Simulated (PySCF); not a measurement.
# A gas-phase reaction: CH3AlCl2 + ClH → AlCl3 + CH4

Aim: the reaction energy of `[CH3][Al]([Cl])[Cl]` + `Cl` → `[Cl][Al]([Cl])[Cl]` + `C`.

Computed with PySCF 2.14.0; each step states its level. No surroundings beyond the atoms listed, unless a continuum is named. Atoms count from 0, parts from 1.

## (1) The system as given

Each species was relaxed by itself at PBE0-D3(BJ)/def2-SVPD.

## (2) Energies of the species: wB97M-D3(BJ)/def2-TZVPD

Job settings and geometry (Å):

```
{"job": {"kind": "react", "xc": "wB97M-D3(BJ)", "basis": "def2-TZVPD"}, "charge": 0, "multiplicity": 1}
-1 CH3AlCl2 charge 0 multiplicity 1
C      0.292000    -0.058500     0.930430
Al    -0.266460     0.069440    -0.912060
Cl    -2.047900     1.054110    -1.465500
Cl     0.842760    -0.787260    -2.488100
H      0.085960     0.876380     1.473240
H     -0.269520    -0.858160     1.440130
H      1.362670    -0.292710     1.018590

-1 ClH charge 0 multiplicity 1
Cl     0.644720     0.000120     0.000840
H     -0.643500     0.001780     0.000050

+1 AlCl3 charge 0 multiplicity 1
Cl     1.815030     0.231680    -1.052820
Al     0.034680    -0.013100     0.006810
Cl    -1.297840     1.581320     0.192440
Cl    -0.414390    -1.854860     0.877780

+1 CH4 charge 0 multiplicity 1
C      0.000440     0.000770     0.001680
H     -0.607760    -0.824060    -0.389620
H     -0.455400     0.957550    -0.281470
H      0.052460    -0.070040     1.095150
H      1.012420    -0.060310    -0.417280
```

With the program's defaults for keys left out, this is: wB97M-D3(BJ)/def2-TZVPD reaction energy of separated species, gas phase.

Launch:

```
$ OMP_NUM_THREADS=1 python cluster_run.py task.json out
```

This one command runs all jobs of the session in turn.

What it wrote:

```text
species 1 (CH3AlCl2)
coarse grid: 31584 points
cycle   1  E = -1203.0504634437  dE =  1.466e-01  |g| = 3.749e-01  |ddm| = 2.244e+00
cycle   2  E = -1203.0785671361  dE = -2.810e-02  |g| = 2.865e-01  |ddm| = 8.620e-01
cycle   3  E = -1203.0965347577  dE = -1.797e-02  |g| = 2.287e-02  |ddm| = 3.021e-01
cycle   4  E = -1203.0967792710  dE = -2.445e-04  |g| = 6.698e-03  |ddm| = 4.983e-02
cycle   5  E = -1203.0968122613  dE = -3.299e-05  |g| = 2.399e-03  |ddm| = 2.202e-02
cycle   6  E = -1203.0968144283  dE = -2.167e-06  |g| = 7.081e-04  |ddm| = 2.923e-03
final grid: 62712 points
cycle   7  E = -1203.0967926641  dE = -2.441e-07  |g| = 4.336e-04  |ddm| = 3.511e-03
cycle   8  E = -1203.0967927042  dE = -4.013e-08  |g| = 3.514e-04  |ddm| = 8.034e-04
cycle   9  E = -1203.0967927344  dE = -3.016e-08  |g| = 4.079e-05  |ddm| = 2.797e-04
cycle  10  E = -1203.0967927365  dE = -2.143e-09  |g| = 1.223e-05  |ddm| = 1.534e-04
cycle  11  E = -1203.0967927366  dE = -5.093e-11  |g| = 2.089e-06  |ddm| = 1.852e-05
converged SCF energy = -1203.0967927366

species 2 (ClH)
coarse grid: 8792 points
cycle   1  E = -460.8503330397  dE = -8.165e-02  |g| = 2.169e-01  |ddm| = 7.239e-01
cycle   2  E = -460.8625126351  dE = -1.218e-02  |g| = 1.397e-01  |ddm| = 2.651e-01
cycle   3  E = -460.8670520858  dE = -4.539e-03  |g| = 1.358e-02  |ddm| = 9.818e-02
cycle   4  E = -460.8670931688  dE = -4.108e-05  |g| = 3.364e-03  |ddm| = 9.545e-03
cycle   5  E = -460.8670994173  dE = -6.248e-06  |g| = 8.516e-04  |ddm| = 3.915e-03
final grid: 17120 points
cycle   6  E = -460.8670681866  dE = -3.716e-07  |g| = 3.676e-04  |ddm| = 8.894e-04
cycle   7  E = -460.8670682329  dE = -4.628e-08  |g| = 1.618e-04  |ddm| = 3.981e-04
cycle   8  E = -460.8670682394  dE = -6.577e-09  |g| = 4.221e-05  |ddm| = 1.296e-04
cycle   9  E = -460.8670682408  dE = -1.316e-09  |g| = 3.978e-06  |ddm| = 6.532e-05
cycle  10  E = -460.8670682408  dE = -2.615e-12  |g| = 8.168e-07  |ddm| = 3.315e-06
converged SCF energy = -460.8670682408

species 3 (AlCl3)
coarse grid: 25304 points
cycle   1  E = -1623.4305332816  dE =  2.594e-01  |g| = 4.153e-01  |ddm| = 1.809e+00
cycle   2  E = -1623.4577797069  dE = -2.725e-02  |g| = 3.578e-01  |ddm| = 7.663e-01
cycle   3  E = -1623.4872366204  dE = -2.946e-02  |g| = 2.160e-02  |ddm| = 3.206e-01
cycle   4  E = -1623.4874573315  dE = -2.207e-04  |g| = 6.124e-03  |ddm| = 3.973e-02
cycle   5  E = -1623.4874883979  dE = -3.107e-05  |g| = 1.813e-03  |ddm| = 1.584e-02
cycle   6  E = -1623.4874897493  dE = -1.351e-06  |g| = 5.026e-04  |ddm| = 2.091e-03
final grid: 47128 points
cycle   7  E = -1623.4873836391  dE = -2.006e-07  |g| = 2.400e-04  |ddm| = 1.877e-03
cycle   8  E = -1623.4873836623  dE = -2.319e-08  |g| = 1.561e-04  |ddm| = 3.904e-04
cycle   9  E = -1623.4873836692  dE = -6.927e-09  |g| = 3.594e-05  |ddm| = 1.486e-04
cycle  10  E = -1623.4873836705  dE = -1.266e-09  |g| = 1.521e-05  |ddm| = 7.974e-05
cycle  11  E = -1623.4873836706  dE = -8.822e-11  |g| = 1.535e-06  |ddm| = 2.511e-05
converged SCF energy = -1623.4873836706

species 4 (CH4)
coarse grid: 15072 points
cycle   1  E = -40.5278865583  dE = -1.934e-01  |g| = 1.334e-01  |ddm| = 1.251e+00
cycle   2  E = -40.5302991908  dE = -2.413e-03  |g| = 8.952e-02  |ddm| = 1.943e-01
cycle   3  E = -40.5321642893  dE = -1.865e-03  |g| = 5.681e-03  |ddm| = 4.934e-02
cycle   4  E = -40.5321740072  dE = -9.718e-06  |g| = 3.947e-04  |ddm| = 1.277e-02
final grid: 32696 points
cycle   5  E = -40.5321642854  dE = -1.088e-07  |g| = 1.035e-04  |ddm| = 3.398e-03
cycle   6  E = -40.5321642928  dE = -7.401e-09  |g| = 3.592e-05  |ddm| = 8.709e-04
cycle   7  E = -40.5321642934  dE = -6.448e-10  |g| = 1.937e-05  |ddm| = 2.458e-04
converged SCF energy = -40.5321642934

Reaction energy = -34.709 kcal/mol
```

It took 39 s on 1 thread of Arm Neoverse N1, shared host; peak memory 0.7 GiB.

Species by species (with the dispersion term, which the log's SCF energies lack):

```csv
ν,species,energy (Eh),HOMO (eV)
-1,[CH3][Al]([Cl])[Cl],-1203.10330,-11.21
-1,Cl,-460.86761,-11.93
+1,[Cl][Al]([Cl])[Cl],-1623.49168,-11.74
+1,C,-40.53455,-13.46
```

## (3) Reaction energy: PBE0-D3(BJ)/def2-TZVPD

Settings changed since step 2:

```diff
@@ -1,2 +1,2 @@
-{"job": {"kind": "react", "xc": "wB97M-D3(BJ)", "basis": "def2-TZVPD"}, "charge": 0, "multiplicity": 1}
+{"job": {"kind": "react", "xc": "PBE0", "basis": "def2-TZVPD", "disp": "d3bj"}, "charge": 0, "multiplicity": 1}
 -1 CH3AlCl2 charge 0 multiplicity 1
```

Level: PBE0-D3(BJ)/def2-TZVPD reaction energy of separated species, gas phase.

What it wrote:

```text
species 1 (CH3AlCl2)
coarse grid: 7824 points
cycle   1  E = -1202.4301049263  dE =  1.094e-01  |g| = 4.464e-01  |ddm| = 2.393e+00
cycle   2  E = -1202.4208407411  dE =  9.264e-03  |g| = 5.028e-01  |ddm| = 1.115e+00
cycle   3  E = -1202.4831452761  dE = -6.230e-02  |g| = 3.678e-02  |ddm| = 5.220e-01
cycle   4  E = -1202.4834035296  dE = -2.583e-04  |g| = 1.598e-02  |ddm| = 4.725e-02
cycle   5  E = -1202.4834660921  dE = -6.256e-05  |g| = 1.759e-03  |ddm| = 1.671e-02
cycle   6  E = -1202.4834666606  dE = -5.684e-07  |g| = 9.175e-04  |ddm| = 2.612e-03
final grid: 62712 points
cycle   7  E = -1202.4815985912  dE = -2.293e-05  |g| = 6.013e-03  |ddm| = 7.626e-02
cycle   8  E = -1202.4815951558  dE =  3.435e-06  |g| = 6.787e-03  |ddm| = 9.677e-03
cycle   9  E = -1202.4816064594  dE = -1.130e-05  |g| = 5.789e-04  |ddm| = 5.683e-03
cycle  10  E = -1202.4816065233  dE = -6.388e-08  |g| = 1.048e-04  |ddm| = 5.903e-04
cycle  11  E = -1202.4816065256  dE = -2.309e-09  |g| = 3.418e-05  |ddm| = 1.413e-04
cycle  12  E = -1202.4816065259  dE = -3.079e-10  |g| = 8.165e-06  |ddm| = 3.705e-05
converged SCF energy = -1202.4816065259

species 2 (ClH)
coarse grid: 2248 points
cycle   1  E = -460.6537840476  dE = -4.644e-02  |g| = 1.882e-01  |ddm| = 7.411e-01
cycle   2  E = -460.6558527713  dE = -2.069e-03  |g| = 1.902e-01  |ddm| = 3.151e-01
cycle   3  E = -460.6653816695  dE = -9.529e-03  |g| = 1.506e-02  |ddm| = 1.513e-01
cycle   4  E = -460.6654037267  dE = -2.206e-05  |g| = 2.693e-03  |ddm| = 7.323e-03
cycle   5  E = -460.6654052746  dE = -1.548e-06  |g| = 1.111e-03  |ddm| = 2.553e-03
final grid: 17120 points
cycle   6  E = -460.6658903002  dE = -4.429e-06  |g| = 2.164e-03  |ddm| = 7.339e-03
cycle   7  E = -460.6658903297  dE = -2.956e-08  |g| = 1.795e-03  |ddm| = 2.512e-03
cycle   8  E = -460.6658909472  dE = -6.175e-07  |g| = 1.533e-04  |ddm| = 1.363e-03
cycle   9  E = -460.6658909541  dE = -6.904e-09  |g| = 2.148e-05  |ddm| = 1.086e-04
cycle  10  E = -460.6658909542  dE = -9.987e-11  |g| = 4.933e-06  |ddm| = 1.682e-05
converged SCF energy = -460.6658909542

species 3 (AlCl3)
coarse grid: 6496 points
cycle   1  E = -1622.6850722948  dE =  2.600e-01  |g| = 3.812e-01  |ddm| = 1.905e+00
cycle   2  E = -1622.6701879355  dE =  1.488e-02  |g| = 4.771e-01  |ddm| = 8.939e-01
cycle   3  E = -1622.7262082979  dE = -5.602e-02  |g| = 4.823e-02  |ddm| = 4.733e-01
cycle   4  E = -1622.7266489782  dE = -4.407e-04  |g| = 1.796e-02  |ddm| = 4.123e-02
cycle   5  E = -1622.7267317908  dE = -8.281e-05  |g| = 1.397e-03  |ddm| = 1.457e-02
cycle   6  E = -1622.7267322304  dE = -4.397e-07  |g| = 3.107e-04  |ddm| = 1.426e-03
final grid: 47128 points
cycle   7  E = -1622.7288671655  dE = -1.720e-05  |g| = 4.102e-03  |ddm| = 1.318e-02
cycle   8  E = -1622.7288672086  dE = -4.310e-08  |g| = 3.385e-03  |ddm| = 5.427e-03
cycle   9  E = -1622.7288691123  dE = -1.904e-06  |g| = 5.952e-04  |ddm| = 3.189e-03
cycle  10  E = -1622.7288692117  dE = -9.943e-08  |g| = 7.160e-05  |ddm| = 5.314e-04
cycle  11  E = -1622.7288692129  dE = -1.200e-09  |g| = 1.122e-05  |ddm| = 6.438e-05
cycle  12  E = -1622.7288692129  dE = -2.456e-11  |g| = 2.329e-06  |ddm| = 8.921e-06
converged SCF energy = -1622.7288692129

species 4 (CH4)
coarse grid: 3568 points
cycle   1  E = -40.4580600825  dE = -2.008e-01  |g| = 2.716e-01  |ddm| = 1.404e+00
cycle   2  E = -40.4544120362  dE =  3.648e-03  |g| = 2.994e-01  |ddm| = 3.082e-01
cycle   3  E = -40.4772327913  dE = -2.282e-02  |g| = 2.109e-03  |ddm| = 1.506e-01
cycle   4  E = -40.4772336145  dE = -8.232e-07  |g| = 2.137e-04  |ddm| = 2.682e-03
final grid: 32696 points
cycle   5  E = -40.4741151668  dE = -1.436e-05  |g| = 4.516e-03  |ddm| = 6.208e-02
cycle   6  E = -40.4741141266  dE =  1.040e-06  |g| = 4.949e-03  |ddm| = 6.413e-03
cycle   7  E = -40.4741200754  dE = -5.949e-06  |g| = 3.220e-05  |ddm| = 2.498e-03
cycle   8  E = -40.4741200758  dE = -3.375e-10  |g| = 9.987e-06  |ddm| = 1.221e-04
converged SCF energy = -40.4741200758

Reaction energy = -34.700 kcal/mol
```

Run time: 20 s. Hardware: 1 thread of Arm Neoverse N1, shared host; peak memory 0.63 GiB.

Reaction energy at this level: -34.70 kcal/mol.

## (4) Reaction energy: MP2/def2-TZVPD

Settings changed since step 3:

```diff
@@ -1,2 +1,2 @@
-{"job": {"kind": "react", "xc": "PBE0", "basis": "def2-TZVPD", "disp": "d3bj"}, "charge": 0, "multiplicity": 1}
+{"job": {"kind": "react", "xc": "MP2", "basis": "def2-TZVPD"}, "charge": 0, "multiplicity": 1}
 -1 CH3AlCl2 charge 0 multiplicity 1
```

Method: MP2/def2-TZVPD reaction energy of separated species, gas phase.

What it wrote:

```text
species 1 (CH3AlCl2)
final grid: 62712 points
cycle   1  E = -1200.6934985641  dE =  1.669e-01  |g| = 3.641e-01  |ddm| = 2.118e+00
cycle   2  E = -1200.7373795524  dE = -4.388e-02  |g| = 1.677e-01  |ddm| = 7.195e-01
cycle   3  E = -1200.7444117819  dE = -7.032e-03  |g| = 3.481e-02  |ddm| = 2.045e-01
cycle   4  E = -1200.7450307607  dE = -6.190e-04  |g| = 7.208e-03  |ddm| = 7.626e-02
cycle   5  E = -1200.7450655896  dE = -3.483e-05  |g| = 1.801e-03  |ddm| = 1.859e-02
cycle   6  E = -1200.7450679780  dE = -2.388e-06  |g| = 7.156e-04  |ddm| = 5.951e-03
cycle   7  E = -1200.7450682850  dE = -3.069e-07  |g| = 1.872e-04  |ddm| = 1.432e-03
cycle   8  E = -1200.7450683161  dE = -3.117e-08  |g| = 4.415e-05  |ddm| = 5.435e-04
cycle   9  E = -1200.7450683172  dE = -1.036e-09  |g| = 1.344e-05  |ddm| = 1.100e-04
cycle  10  E = -1200.7450683173  dE = -1.164e-10  |g| = 3.057e-06  |ddm| = 4.713e-05
converged SCF energy = -1200.7450683173

species 2 (ClH)
final grid: 17120 points
cycle   1  E = -460.0817348969  dE = -1.009e-01  |g| = 2.132e-01  |ddm| = 7.101e-01
cycle   2  E = -460.0969050244  dE = -1.517e-02  |g| = 8.401e-02  |ddm| = 2.053e-01
cycle   3  E = -460.0986384103  dE = -1.733e-03  |g| = 1.826e-02  |ddm| = 5.472e-02
cycle   4  E = -460.0988469774  dE = -2.086e-04  |g| = 6.315e-03  |ddm| = 1.638e-02
cycle   5  E = -460.0988769774  dE = -3.000e-05  |g| = 1.289e-03  |ddm| = 7.398e-03
cycle   6  E = -460.0988781935  dE = -1.216e-06  |g| = 2.808e-04  |ddm| = 1.659e-03
cycle   7  E = -460.0988782468  dE = -5.326e-08  |g| = 4.150e-05  |ddm| = 4.895e-04
cycle   8  E = -460.0988782475  dE = -7.342e-10  |g| = 7.806e-06  |ddm| = 6.177e-05
converged SCF energy = -460.0988782475

species 3 (AlCl3)
final grid: 47128 points
cycle   1  E = -1620.6384087820  dE =  2.648e-01  |g| = 3.986e-01  |ddm| = 1.791e+00
cycle   2  E = -1620.6819536691  dE = -4.354e-02  |g| = 2.144e-01  |ddm| = 5.743e-01
cycle   3  E = -1620.6931361228  dE = -1.118e-02  |g| = 2.601e-02  |ddm| = 2.015e-01
cycle   4  E = -1620.6935289226  dE = -3.928e-04  |g| = 6.473e-03  |ddm| = 5.427e-02
cycle   5  E = -1620.6935555757  dE = -2.665e-05  |g| = 1.133e-03  |ddm| = 1.317e-02
cycle   6  E = -1620.6935565190  dE = -9.433e-07  |g| = 3.025e-04  |ddm| = 1.736e-03
cycle   7  E = -1620.6935565810  dE = -6.198e-08  |g| = 7.857e-05  |ddm| = 4.340e-04
cycle   8  E = -1620.6935565849  dE = -3.943e-09  |g| = 2.228e-05  |ddm| = 1.058e-04
cycle   9  E = -1620.6935565854  dE = -4.384e-10  |g| = 3.778e-06  |ddm| = 3.981e-05
converged SCF energy = -1620.6935565854

species 4 (CH4)
final grid: 32696 points
cycle   1  E = -40.2047133042  dE = -1.974e-01  |g| = 1.529e-01  |ddm| = 1.221e+00
cycle   2  E = -40.2121419223  dE = -7.429e-03  |g| = 3.682e-02  |ddm| = 2.041e-01
cycle   3  E = -40.2127048811  dE = -5.630e-04  |g| = 6.405e-03  |ddm| = 3.827e-02
cycle   4  E = -40.2127179818  dE = -1.310e-05  |g| = 1.642e-03  |ddm| = 1.100e-02
cycle   5  E = -40.2127195077  dE = -1.526e-06  |g| = 2.165e-04  |ddm| = 6.917e-03
cycle   6  E = -40.2127195409  dE = -3.320e-08  |g| = 2.839e-05  |ddm| = 1.798e-03
cycle   7  E = -40.2127195413  dE = -4.274e-10  |g| = 1.324e-06  |ddm| = 7.251e-05
converged SCF energy = -40.2127195413

Reaction energy = -36.691 kcal/mol
```

Wall time 11 s (1 thread of Arm Neoverse N1, shared host); peak memory 0.52 GiB.

Reaction energy at this level: -36.69 kcal/mol.

## (5) Side by side

Energies in kcal/mol, with wall time:

```csv
run,reaction,time
wB97M-D3(BJ)/def2-TZVPD,-34.71,39 s
PBE0-D3(BJ)/def2-TZVPD,-34.70,20 s
MP2/def2-TZVPD,-36.69,11 s
```

## (6) Outcome

| quantity | value |
| --- | --- |
| reaction energy (wB97M-D3(BJ)/def2-TZVPD) | -34.71 kcal/mol |
| ΔH, ΔG at 298 K (xTB thermal terms) | -31.1, -28.9 kcal/mol |
| range of the reaction energy over the runs of this table | -36.69 to -34.70 kcal/mol |

What this shows: The reaction is exothermic by 31.1 kcal/mol in the gas phase; dispersion gives +0.24, and xTB itself gave -49.80 for the electronic energy (xTB energies and thermal terms come from the earlier relaxation of each species, not shown). No barrier was sought. xTB and this level differ widely in the electronic energy, so what comes from xTB (the thermal terms above all) is less safe here. The reaction energy runs from -36.69 (MP2/def2-TZVPD) to -34.70 kcal/mol (PBE0-D3(BJ)/def2-TZVPD).
